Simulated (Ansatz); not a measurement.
# CuH2 (doublet): from Hartree-Fock to the top rungs, def2-SVP

One table from this session's results is given with a row withheld; the runs are named, their logs left out.

Method: def2-SVP, core rule «outside noble gas», up to 9 orbitals frozen; program: Ansatz 0.2.0, Gaussian basis.

The runs, in order: UHF; CCSD(T) on ROHF; CCSD(T) on UHF; CISD; CCSDT(Q) on ROHF; CCSDT(Q) on UHF; CCSDTQ on ROHF; CASSCF and MRCISD+Q, 13 electrons in 8 orbitals; CASSCF and NEVPT2, 13 electrons in 8 orbitals.

7 further runs of the same task are left out: 1 that didn't finish, 6 set aside as unsound or not needed.

**What is computed**

The geometry is a PBE0/def2-TZVP stationary point (not a proven minimum).

3 atoms, charge 0, spin multiplicity 2.

Atoms are counted from 1 here; the program's logs count them from 0.

Bond lengths: Cu1–H2 1.531 Å, Cu1–H3 1.531 Å. Angles: H2–Cu1–H3 180.0°.

The first run:

Input file in.yaml:

```yaml
crystal:
  periodic: [false, false, false]
  atoms:
    - {symbol: Cu, position_ang: [0.000000, 0.000000, 0.000000]}
    - {symbol: H, position_ang: [0.000000, 0.000000, -1.531400]}
    - {symbol: H, position_ang: [0.000000, 0.000000, 1.531400]}
basis:
  gaussian: {orbitals: def2-SVP}
magnetization: {spin_polarized: true, initial_magnetization: 1}
hamiltonian: {xc: hf}
output: {orbitals: {seedname: orbitals}}
```

Launch:

```console
$ ansatz run in.yaml --threads 1 --pin off --events-out ev --progress --plain --max-ram 4096MiB --backend cpu
```

Among the steps run: UHF; CCSD(T) on ROHF; CCSD(T) on UHF; CISD; CCSDT(Q) on ROHF; CCSDT(Q) on UHF; CCSDTQ on ROHF; CASSCF and MRCISD+Q, 13 electrons in 8 orbitals; CASSCF and NEVPT2, 13 electrons in 8 orbitals.

One of the session's tables, all rows but one given; the rest of the session is left out.

| method | from RCCSDTQ (meV) |
| --- | --- |
| ROHF | +7447.6 |
| UHF | +7333.8 |
| RMP2 | +633.8 |
| UMP2 | ? |
| CISD | +788.8 |
| RCCSD | +213.8 |
| UCCSD | +192.8 |
| RCCSD(T) | -2.9 |
| UCCSD(T) | -26.0 |
| RCCSDT | -7.6 |
| UCCSDT | -29.0 |
| RCCSDT(Q) | +3.5 |
| UCCSDT(Q) | -21.1 |
| RCCSDTQ | 0 |
| CASSCF valence | +7102.7 |
| NEVPT2 valence | +1128.1 |
| MRCISD valence | +765.9 |
| MRCISD+Q valence | +431.2 |

**Question.** Estimate the row for UMP2.

The run gave: from RCCSDTQ (meV): +562.3. In the column «from RCCSDTQ (meV)» it lies between MRCISD+Q valence (+431.2) and RMP2 (+633.8).

Some runs used a GPU and others CPU threads alone; cost is compared among the CPU runs only.

Among the levels timed on like hardware, those that no quicker one beats, quickest first: NEVPT2 valence (2 s, +1128.1 meV); MRCISD+Q valence (3 s, +431.2 meV); RCCSD(T) (3.5 s, -2.9 meV).

Caveats from the session: Of the multireference levels listed MRCISD+Q valence comes nearest in total energy (+431.2 meV), which doesn't show that its space is the better one. Restricted and unrestricted rows rest on different reference determinants; where their highest levels disagree by more than a few hundredths of an eV, they describe different states and don't form one ladder.
